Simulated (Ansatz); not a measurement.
# Zr5TiC6: the cost of one run

Program: Ansatz 0.2.0. Level of theory: DFT PBE, scalar-relativistic, plane waves, PAW, unless a step names another level. These are calculated values, not measurements.

1 further run of the same task is left out (set aside as unsound or not needed). Runs told in other sessions of the task aren't counted.

### 1 Starting point

Symmetry: P4/mmm, No. 123, tetragonal system. The conventional cell has a = 3.298 Å, b = 3.298 Å, c = 13.936 Å, α = 90.00°, β = 90.00°, γ = 90.00°. Zr (site symmetry 4mm) has 6 C at 2.33 to 2.39 Å in its first shell of neighbours. Around Zr (site symmetry 4mm) lie 6 C at 2.24 to 2.37 Å. Around Zr (site symmetry 4/mmm) lie 6 C at 2.33 to 2.36 Å. Around Ti (site symmetry 4/mmm) lie 6 C at 2.21 to 2.33 Å. C (site symmetry 4/mmm) is surrounded by 6 Zr at 2.33 to 2.36 Å. C (site symmetry 4mm) has 6 Zr at 2.33 to 2.37 Å in its first shell of neighbours. Around C (site symmetry 4mm) lie 1 Ti at 2.21 Å and 5 Zr at 2.33 to 2.39 Å. Around C (site symmetry 4/mmm) lie 2 Zr at 2.24 Å and 4 Ti at 2.33 Å.

Coordinates:

```cif
data_structure
_symmetry_space_group_name_H-M 'P4/mmm'
_symmetry_Int_Tables_number 123
_cell_length_a 3.2978
_cell_length_b 3.2978
_cell_length_c 13.9364
_cell_angle_alpha 90.000
_cell_angle_beta 90.000
_cell_angle_gamma 90.000
_cell_volume 151.57
loop_
_atom_site_label
_atom_site_type_symbol
_atom_site_symmetry_multiplicity
_atom_site_Wyckoff_symbol
_atom_site_fract_x
_atom_site_fract_y
_atom_site_fract_z
_atom_site_occupancy
Zr1 Zr 2 g 0.00000 0.00000 0.16969 1
Zr2 Zr 2 h 0.50000 0.50000 0.33940 1
Zr3 Zr 1 c 0.50000 0.50000 0.00000 1
Ti1 Ti 1 b 0.00000 0.00000 0.50000 1
C1 C 1 a 0.00000 0.00000 0.00000 1
C2 C 2 h 0.50000 0.50000 0.16918 1
C3 C 2 g 0.00000 0.00000 0.34130 1
C4 C 1 d 0.50000 0.50000 0.50000 1
```

It is the end of an earlier relaxation with the same method, from a generated guess; it is a trial structure. At a tolerance of 0.05 Å it has space group P4/mmm (No. 123); it has 12.63 Å³/atom, an uncorrected energy of -0.81 eV/atom over the elements and, on its mesh, gap none (metal).

### 2 Elastic constants, atoms relaxed

The input, input.yaml:

```yaml
crystal:
  lattice:
    - [3.2979960491, 0.0, 0.0]
    - [0.0, 3.2979960491, 0.0]
    - [0.0, 0.0, 13.9378687326]
  atoms:
    - { symbol: Zr, position: [0.0, 0.0, 0.1697284254] }
    - { symbol: Zr, position: [0.5, 0.5, 0.3393581555] }
    - { symbol: Zr, position: [0.5, 0.5, 0.6606418445] }
    - { symbol: Zr, position: [0.0, 0.0, 0.8302715746] }
    - { symbol: Zr, position: [0.5, 0.5, 0.0] }
    - { symbol: Ti, position: [0.0, 0.0, 0.5] }
    - { symbol: C, position: [0.0, 0.0, 0.0] }
    - { symbol: C, position: [0.5, 0.5, 0.1692425829] }
    - { symbol: C, position: [0.0, 0.0, 0.3412527356] }
    - { symbol: C, position: [0.5, 0.5, 0.5] }
    - { symbol: C, position: [0.0, 0.0, 0.6587472644] }
    - { symbol: C, position: [0.5, 0.5, 0.8307574171] }
basis:
  ecutwfc: 420
kpoints:
  mp_grid: { grid: [12, 12, 4] }
hamiltonian:
  xc: pbe
scf:
  occupations: { method: fermi_dirac, width: 0.15 }
output:
  forces: true
  stress: true
  eigenvalues: true
elastic:
  mode: relaxed_ion
  amplitude: 0.005
  stencil: two_point
```

Started as:

```bash
ansatz run input.yaml --threads 4 --pin off --max-ram 8192MiB --backend cpu --events-out ev --progress --plain --runs-dir out
```

Q: Estimate wall time and peak memory on 4 threads of AMD EPYC 9R45 (Zen 5), shared host.

About 3.7 min, with a peak of 1.9 GiB.
